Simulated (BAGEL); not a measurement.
**ZnF2 (SMILES [F][Zn][F]) at 6 levels**

Aim: a comparison of 6 runs (HF/STO-3G, HF/3-21G, HF/def2-SVP, HF/cc-pVDZ, B3LYP/6-31G*, PBE0/aug-cc-pVDZ) of ZnF2. 

The results are computed with BAGEL 1.2.2.

2 further runs of the same task are left out: 2 that didn't finish.

## (1) Starting point

ZnF2: 3 atoms, total charge 0, spin state singlet. As SMILES, `[F][Zn][F]`. Geometry: relaxed at PBE0-D4/def2-TZVP.

Bond lengths: F1–Zn2 1.732 Å, Zn2–F3 1.732 Å. Angles: F1–Zn2–F3 180.0°.

## (2) The energy at HF/STO-3G (run 1)

Input file input.json:

```json
{ "bagel": [

{
  "title": "molecule",
  "basis": "sto-3g",
  "df_basis": "qzvpp-jkfit",
  "angstrom": true,
  "geometry": [
    { "atom": "F", "xyz": [      -1.404900,       0.723100,      -0.697400 ] },
    { "atom": "Zn", "xyz": [      -0.003700,      -0.021800,      -0.004500 ] },
    { "atom": "F", "xyz": [       1.397700,      -0.766100,       0.688700 ] }
  ]
},

{
  "title": "hf",
  "df": false
},

{
  "title": "print",
  "file": "orbitals.molden",
  "orbitals": true
}

]}
```

Run with:

```bash
BAGEL_NUM_THREADS=1 BAGEL input.json > input.out
```

What it wrote:

```text
* using 1 threads per process

  ===============================================================
  ===============================================================

  *** Geometry ***

  { "atom" : "F", "xyz" : [     -2.654876,      1.366461,     -1.317895 ] },
  { "atom" : "Zn", "xyz" : [     -0.006992,     -0.041196,     -0.008504 ] },
  { "atom" : "F", "xyz" : [      2.641270,     -1.447719,      1.301454 ] },

  Number of auxiliary basis functions:      418

  Since a DF basis is specified, we compute 2- and 3-index integrals:
    o Being stored without compression. Storage requirement is 0.003 GB

  Number of basis functions:       28
  Number of electrons      :       48

    * METHOD: MOLECULE                             0.10

  *** RHF ***

  === Nuclear Repulsion ===
   177.4023422763

      * DIIS with orbital gradients will be used.

  === RHF iteration (sto-3g) ===
      0      -1945.85392105          0.08583260           0.04
      1      -1945.78547242          0.15466982           0.04
      2      -1950.24825540          0.13955822           0.04
      3      -1952.47080609          0.04362734           0.04
      4      -1952.75894511          0.03564745           0.04
      5      -1952.89659732          0.03489826           0.04
      6      -1947.50623362          0.11567843           0.04
      7      -1953.03222797          0.02834709           0.04
      8      -1953.17146375          0.02444955           0.04
      9      -1953.28240787          0.01608124           0.04
     10      -1953.34288522          0.00330829           0.04
     11      -1953.34543853          0.00173962           0.04
     12      -1953.34641478          0.00046495           0.03
     13      -1953.34647692          0.00007127           0.03
     14      -1953.34647807          0.00001000           0.03
     15      -1953.34647811          0.00000466           0.03
     16      -1953.34647812          0.00000084           0.03
     17      -1953.34647812          0.00000026           0.03
     18      -1953.34647812          0.00000012           0.03
     19      -1953.34647812          0.00000005           0.03
     20      -1953.34647812          0.00000002           0.03
     21      -1953.34647812          0.00000002           0.03
     22      -1953.34647812          0.00000001           0.03
     23      -1953.34647812          0.00000001           0.03
    * SCF iteration converged.

    * Permanent dipole moment:
           (   -0.000071,    -0.000354,    -0.000147) a.u.

    * METHOD: HF                                   0.89

    * METHOD: PRINT                                0.00

  ===============================================================
```

Run time: 1.2 s. Hardware: 1 thread of AMD EPYC 9R45 (Zen 5), shared host; peak memory 0.079 GiB.

## (3) A single-point energy at HF/3-21G (run 2)

Input file calc.json:

```json
{ "bagel": [

{
  "title": "molecule",
  "basis": "3-21g",
  "df_basis": "qzvpp-jkfit",
  "angstrom": true,
  "geometry": [
    { "atom": "F", "xyz": [      -1.404900,       0.723100,      -0.697400 ] },
    { "atom": "Zn", "xyz": [      -0.003700,      -0.021800,      -0.004500 ] },
    { "atom": "F", "xyz": [       1.397700,      -0.766100,       0.688700 ] }
  ]
},

{ "title": "hf", "df": false },

{ "title": "print", "file": "orbitals.molden", "orbitals": true }

]}
```

Run with:

```bash
BAGEL_NUM_THREADS=1 BAGEL calc.json > calc.out
```

What it wrote:

```text
* using 1 threads per process

  ===============================================================
  ===============================================================

  *** Geometry ***

  { "atom" : "F", "xyz" : [     -2.654876,      1.366461,     -1.317895 ] },
  { "atom" : "Zn", "xyz" : [     -0.006992,     -0.041196,     -0.008504 ] },
  { "atom" : "F", "xyz" : [      2.641270,     -1.447719,      1.301454 ] },

  Number of auxiliary basis functions:      418

  Since a DF basis is specified, we compute 2- and 3-index integrals:
    o Being stored without compression. Storage requirement is 0.007 GB

  Number of basis functions:       45
  Number of electrons      :       48

    * METHOD: MOLECULE                             0.10

  *** RHF ***

  === Nuclear Repulsion ===
   177.4023422763

      * DIIS with orbital gradients will be used.

  === RHF iteration (3-21g) ===
      0      -1966.61023836          0.03924019           0.04
      1      -1966.80893731          0.02157418           0.04
      2      -1966.87157516          0.00224066           0.04
      3      -1966.87258678          0.00034635           0.04
      4      -1966.87261968          0.00019041           0.04
      5      -1966.87262685          0.00004234           0.04
      6      -1966.87262791          0.00001010           0.04
      7      -1966.87262797          0.00000228           0.04
      8      -1966.87262797          0.00000100           0.04
      9      -1966.87262797          0.00000035           0.03
     10      -1966.87262797          0.00000010           0.03
     11      -1966.87262797          0.00000003           0.03
     12      -1966.87262797          0.00000001           0.03
    * SCF iteration converged.

    * Permanent dipole moment:
           (    0.000248,     0.000746,     0.000373) a.u.

    * METHOD: HF                                   0.57

    * METHOD: PRINT                                0.00

  ===============================================================
```

It took 0.88 s on 1 thread of AMD EPYC 9R45 (Zen 5), shared host; peak memory 0.079 GiB.

## (4) A single-point energy at HF/def2-SVP (run 3)

Input file job.json:

```json
{ "bagel": [

{
  "title": "molecule",
  "basis": "svp",
  "df_basis": "qzvpp-jkfit",
  "geometry": [
    { "atom": "F", "xyz": [    -2.65487623,     1.36646096,    -1.31789500 ] },
    { "atom": "Zn", "xyz": [    -0.00699199,    -0.04119603,    -0.00850377 ] },
    { "atom": "F", "xyz": [     2.64127020,    -1.44771918,     1.30145438 ] }
  ]
},

{
  "title": "hf",
  "df": false
},

{
  "title": "print",
  "file": "orbitals.molden",
  "orbitals": true
}

]}
```

Run with:

```bash
BAGEL_NUM_THREADS=1 BAGEL job.json > job.out
```

What it wrote:

```text
* using 1 threads per process

  ===============================================================
  ===============================================================

  *** Geometry ***

  { "atom" : "F", "xyz" : [     -2.654876,      1.366461,     -1.317895 ] },
  { "atom" : "Zn", "xyz" : [     -0.006992,     -0.041196,     -0.008504 ] },
  { "atom" : "F", "xyz" : [      2.641270,     -1.447719,      1.301454 ] },

  Number of auxiliary basis functions:      418

  Since a DF basis is specified, we compute 2- and 3-index integrals:
    o Being stored without compression. Storage requirement is 0.012 GB

  Number of basis functions:       59
  Number of electrons      :       48

    * METHOD: MOLECULE                             0.12

  *** RHF ***

  === Nuclear Repulsion ===
   177.4023425756

      * DIIS with orbital gradients will be used.

  === RHF iteration (svp) ===
      0      -1975.91554433          0.02963191           0.16
      1      -1976.23208887          0.01703751           0.16
      2      -1976.32068518          0.00241493           0.16
      3      -1976.32270833          0.00056765           0.16
      4      -1976.32280207          0.00016297           0.15
      5      -1976.32281346          0.00002982           0.16
      6      -1976.32281431          0.00000904           0.15
      7      -1976.32281438          0.00000252           0.15
      8      -1976.32281439          0.00000095           0.15
      9      -1976.32281439          0.00000028           0.14
     10      -1976.32281439          0.00000014           0.14
     11      -1976.32281439          0.00000005           0.13
     12      -1976.32281439          0.00000002           0.13
     13      -1976.32281439          0.00000001           0.13
    * SCF iteration converged.

    * Permanent dipole moment:
           (    0.000261,     0.000761,     0.000385) a.u.

    * METHOD: HF                                   2.24

    * METHOD: PRINT                                0.01

  ===============================================================
```

It took 2.6 s on 1 thread of AMD EPYC 9R45 (Zen 5), shared host; peak memory 0.079 GiB.

Runs 4 to 5 aren't shown in full; the table further down has their settings and results.

## (5) A single-point energy at PBE0/aug-cc-pVDZ (density fitting with qzvpp-jkfit) (run 6)

Input file job.json:

```json
{ "bagel" : [

{
  "title" : "molecule",
  "basis" : "aug-cc-pvdz.json",
  "df_basis" : "qzvpp-jkfit",
  "angstrom" : false,
  "geometry" : [
    { "atom" : "F", "xyz" : [ -2.65487623,  1.36646096, -1.31789500 ] },
    { "atom" : "Zn", "xyz" : [ -0.00699199, -0.04119603, -0.00850377 ] },
    { "atom" : "F", "xyz" : [  2.64127020, -1.44771918,  1.30145438 ] }
  ]
},
{ "title" : "ks", "xc_func" : "pbe0" },
{ "title" : "print", "file" : "orbitals.molden", "orbitals" : true }

]}
```

The basis set aug-cc-pVDZ is read from a file made from the Basis Set Exchange's data (not shown).

Run with:

```bash
BAGEL_NUM_THREADS=1 BAGEL job.json > job.out
```

What it wrote:

```text
* using 1 threads per process

  ===============================================================
  ===============================================================

  *** Geometry ***

  { "atom" : "F", "xyz" : [     -2.654876,      1.366461,     -1.317895 ] },
  { "atom" : "Zn", "xyz" : [     -0.006992,     -0.041196,     -0.008504 ] },
  { "atom" : "F", "xyz" : [      2.641270,     -1.447719,      1.301454 ] },

  Number of auxiliary basis functions:      418

  Since a DF basis is specified, we compute 2- and 3-index integrals:
    o Being stored without compression. Storage requirement is 0.037 GB

  Number of basis functions:      105
  Number of electrons      :       48

    * METHOD: MOLECULE                             0.22

  *** Kohn-Sham DFT ***

    * Removing 3345 points whose weight is below 1.00e-10
    * Grid points: 41373

  === Nuclear Repulsion ===
   177.4023425756

       - DIIS with orbital gradients will be used.

  === KS iteration (pbe0 / aug-cc-pvdz.json) ===
      0      -1722.48287420          0.18492205           0.17
      1      -1760.40485410          0.22457141           0.17
      2      -1747.11412080          0.29381303           0.17
      3      -1907.98746873          0.27678218           0.17
      4      -1970.39587728          0.12492356           0.17
      5      -1947.93716539          0.21921842           0.17
      6      -1948.54618554          0.21614814           0.17
      7      -1919.77331837          0.19479394           0.18
      8      -1977.07577881          0.05943743           0.18
      9      -1978.46106682          0.02729515           0.18
     10      -1978.34735376          0.03321262           0.19
     11      -1978.54866368          0.02292635           0.18
     12      -1978.72699310          0.01115895           0.18
     13      -1978.77031014          0.00360631           0.18
     14      -1978.77738880          0.00053267           0.17
     15      -1978.77752216          0.00007308           0.18
     16      -1978.77752431          0.00001227           0.17
     17      -1978.77752437          0.00000487           0.17
     18      -1978.77752437          0.00000594           0.17
     19      -1978.77752438          0.00000375           0.17
     20      -1978.77752439          0.00000042           0.17
     21      -1978.77752439          0.00000026           0.17
     22      -1978.77752439          0.00000004           0.18
     23      -1978.77752439          0.00000000           0.18
    * SCF iteration converged.

    * Permanent dipole moment:
           (    0.000204,     0.000570,     0.000294) a.u.

    * METHOD: KS                                   4.47

    * METHOD: PRINT                                0.02

  ===============================================================
```

It took 5.1 s on 1 thread of AMD EPYC 9R45 (Zen 5), shared host; peak memory 0.25 GiB.

## (6) All runs side by side

```
run                                                                 level  integral approximation  Cartesian functions   energy (Eh)  dipole moment (D)  HOMO energy (eV)  LUMO energy (eV)  wall time
  1                                                             HF/STO-3G                    none                   no  -1953.346478               0.00             -5.20              6.46      1.2 s
  2                                                              HF/3-21G                    none                   no  -1966.872628               0.00            -14.29              1.40     0.88 s
  3                                                           HF/def2-SVP                    none                   no  -1976.322814               0.00            -15.27              1.08      2.6 s
  4                                                            HF/cc-pVDZ                    none                   no  -1976.788288               0.00            -15.38              0.93       14 s
  5  B3LYP/6-31G* (density fitting with qzvpp-jkfit, Cartesian functions)             qzvpp-jkfit                  yes  -1978.853694               0.00                 –                 –      4.8 s
  6                   PBE0/aug-cc-pVDZ (density fitting with qzvpp-jkfit)             qzvpp-jkfit                   no  -1978.777524               0.00            -10.57             -2.00      5.1 s
```

## (7) What came out

| quantity | value |
| --- | --- |
| run 6: total energy | -1978.77752 Eh |
| run 6: dipole moment | 0.00 D |
| run 6: HOMO energy | -10.57 eV |
| run 6: LUMO energy | -2.00 eV |
| run 6: HOMO–LUMO gap | 8.57 eV |

Over runs 1, 2, 3, 4, 6 the HOMO–LUMO gap runs from 8.57 eV (PBE0/aug-cc-pVDZ) to 16.36 eV (HF/def2-SVP). The two ends differ in method and basis. Totals of different functionals can't be ranked against each other. In run 1 the basis is minimal, so the values are rough. All runs together took 28 s, the longest 14 s.
